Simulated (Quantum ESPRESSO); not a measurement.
Cu:

```
Cu
1.0
    -1.57500    1.57500    1.57500
     1.57500   -1.57500    1.57500
     1.57500    1.57500   -1.57500
Cu
1
Cartesian
  0.0000 0.0000 0.0000
```

The cell was built by a generator and needn't be a form met in nature.

Base run:

| Quantity | Value |
| --- | --- |
| Program | Quantum ESPRESSO 7.5 |
| Functional | PBEsol |
| Potentials or basis | GBRV 1.5 PBEsol |
| Cutoff | 762 eV |
| Density cutoff | 6095 eV |
| k mesh | 18 × 18 × 18 |
| Occupations | methfessel-paxton, width 0.1 eV |
| Spin | no spin polarisation |

Its results: band gap on the k mesh none (metal or under the smearing width); pressure -23.7 GPa.

The run is repeated on the same cell with these changes: functional from PBEsol to LDA; potentials or basis from GBRV 1.5 PBEsol to GBRV 1.5 LDA. What comes out?

Band gap on the k mesh none (metal or under the smearing width); pressure -27.0 GPa.

Caveats: so large a pressure means that the cell lies far from this level's equilibrium, or that cutoff or potentials fall short.
